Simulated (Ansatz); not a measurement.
# BH3SSeSi, SMILES B1S[SiH2][Se]1: a polarisability from point charges

Program: Ansatz's Python interface.

Script `bh3ssesi_field.py`:
```python
import warnings

import ansatz as az
import numpy as np

BASIS = "def2-SVPD"
FUNCTIONAL = "pbe"

GEOMETRY = """
B    -1.42250    0.50500   -0.56690
S     0.31650    0.75380   -1.28040
Si    0.98010   -0.43310    0.29230
Se   -0.96770   -1.24170    0.33700
H    -2.20320    1.38330   -0.21030
H     1.31320    0.38050    1.50190
H     2.04490   -1.41590   -0.11940
"""


def main() -> None:
    warnings.simplefilter("ignore", az.DeckWarning)

    mol = az.Crystal.molecule()
    for line in GEOMETRY.strip().splitlines():
        symbol, *xyz = line.split()
        mol = mol.atom(symbol, [float(v) for v in xyz])

    calculation = mol.calculation().basis(gaussian=BASIS).functional(FUNCTIONAL).forces()
    centre = np.mean([site.position_ang for site in mol.cartesian_sites], axis=0)
    field = 2 * 14.399645 * 4.0 / 25.0 ** 2


    def dipole(axis, sign):
        arm = 25.0 * np.eye(3)[axis]
        pair = [{"charge": sign * 4.0, "position_ang": (centre - arm).tolist()}, {"charge": -sign * 4.0, "position_ang": (centre + arm).tolist()}]
        deck = calculation.input().set(az.key.basis.gaussian.point_charges, pair)
        return np.array(az.Session.from_dict(deck).plan().execute().report["charge_distribution"]["dipole_moment_e_ang"])


    print(f"field {field:.4f} V/A")
    alpha = np.array([(dipole(axis, 1) - dipole(axis, -1)) / (2 * field) * 14.399645 for axis in range(3)])
    print("polarisability tensor (A^3)")
    print(np.array2string(alpha, precision=3, suppress_small=True))
    print(f"mean {np.trace(alpha) / 3:.3f} A^3 = {np.trace(alpha) / 3 / 0.14818471:.2f} bohr^3")


if __name__ == "__main__":
    main()
```

Running `python bh3ssesi_field.py` prints:
```text
field 0.1843 V/A
polarisability tensor (A^3)
[[13.987  0.219 -0.102]
 [ 0.255 12.867 -1.973]
 [-0.112 -1.97  11.882]]
mean 12.912 A^3 = 87.14 bohr^3
```

Notes:
- The settings weren't tested for convergence.
- The geometry is a force-field or estimated start, not a minimum of this method, and the basis set is short of its limit. The field of two point charges is only nearly even.
- It ran for 36 s on 1 thread of Arm Neoverse V1, with other jobs on the host, peak memory 0.26 GiB.

(Lines on the test bed's own set-up are left out of the output.)
